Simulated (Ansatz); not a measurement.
# FGeHS (SMILES [F][Ge][SH]): a rigid scan of the angle H4–S3–Ge2

Aim: the energy along the angle H4–S3–Ge2, from CCSD(T) and from cheaper methods, relative to the minimum. No other atom is relaxed.

Program: Ansatz 0.2.0, Gaussian basis. Level of theory: single points in def2-TZVPP. These are calculated values, not measurements.

Levels: PBE-D4, r2SCAN-D4, PBE0-D4, B3LYP-D4, wB97M-V, Hartree-Fock, MP2, CCSD, CCSD(T). The scan takes 68.2, 74.2, 80.2, 86.2, 92.2, 98.2, 104.2, 110.2, 116.2°.

Correlated methods freeze the cores. Filled d shells of the heavier atoms are correlated. B3LYP uses VWN-RPA correlation.

28 further runs of the same task are left out: 9 that didn't finish, 19 set aside as unsound or not needed.

## (1) The system as given

The minimum, relaxed at PBE0-D4: SMILES `[F][Ge][SH]`, 4 atoms, charge 0, spin multiplicity 1.

Atoms are counted from 1 here; the program's logs count them from 0.

Bond lengths: F1–Ge2 1.757 Å, Ge2–S3 2.235 Å, S3–H4 1.345 Å. Angles: F1–Ge2–S3 95.2°, Ge2–S3–H4 92.2°.

As a file:

```csv
atom,x (Å),y (Å),z (Å)
F1,-1.91085,0.47143,0.57461
Ge2,-0.30410,-0.06424,1.04192
S3,0.53155,-0.02743,-1.03076
H4,1.73900,-0.44005,-0.60598
```

Energies of the minimum (eV), from earlier single points: PBE-D4 -70074.59539, r2SCAN-D4 -70088.03704, PBE0-D4 -70076.67486, B3LYP-D4 -70092.09877, wB97M-V -70085.82698, CCSD(T) -70035.04437.

At the minimum the angle H4–S3–Ge2 is 92.2°.

## (2) H4–S3–Ge2 = 68.2°

ccsdt-tzvpp/in.yaml

```yaml
crystal:
  periodic: [false, false, false]
  atoms:
    - {symbol: F, position_ang: [-1.910853, 0.471427, 0.574614]}
    - {symbol: Ge, position_ang: [-0.304096, -0.064244, 1.041916]}
    - {symbol: S, position_ang: [0.531545, -0.027429, -1.030755]}
    - {symbol: H, position_ang: [1.449102, -0.419821, -0.129216]}
basis:
  gaussian: {orbitals: def2-TZVPP}
correlation: {method: ccsd_t}
```

No record of the launch command was kept for these runs.

The runs that follow: H4–S3–Ge2 = 74.2°; H4–S3–Ge2 = 80.2°; H4–S3–Ge2 = 86.2°; H4–S3–Ge2 = 92.2°; H4–S3–Ge2 = 98.2°; H4–S3–Ge2 = 104.2°; H4–S3–Ge2 = 110.2°; H4–S3–Ge2 = 116.2°.

**Question.** What will these runs give? Wanted: highest point, CCSD(T); lowest point, CCSD(T); minimum along the scan, CCSD(T); RMS deviation from CCSD(T); largest T1 diagnostic.

**Answer**, as computed:

```
                       quantity                                                                                                                      value
         highest point, CCSD(T)                                                                                                         0.305 eV at 68.2 °
          lowest point, CCSD(T)                                                                                                         0.000 eV at 92.2 °
minimum along the scan, CCSD(T)                                                                                                                     91.8 °
                curvature there                                                                                                              0.94 meV/deg²
     RMS deviation from CCSD(T)  PBE-D4 0.010, r2SCAN-D4 0.006, PBE0-D4 0.005, B3LYP-D4 0.018, wB97M-V 0.004, Hartree-Fock 0.059, MP2 0.011, CCSD 0.010 eV
          largest T1 diagnostic                                                                                                                      0.015
```

**Reading.** A polynomial through the near points puts the CCSD(T) minimum 0.4° below the PBE0-D4 value. Curvature against CCSD(T): PBE-D4 -6 %, Hartree-Fock +19 %. The curve of wB97M-V lies nearest to CCSD(T), that of Hartree-Fock farthest.
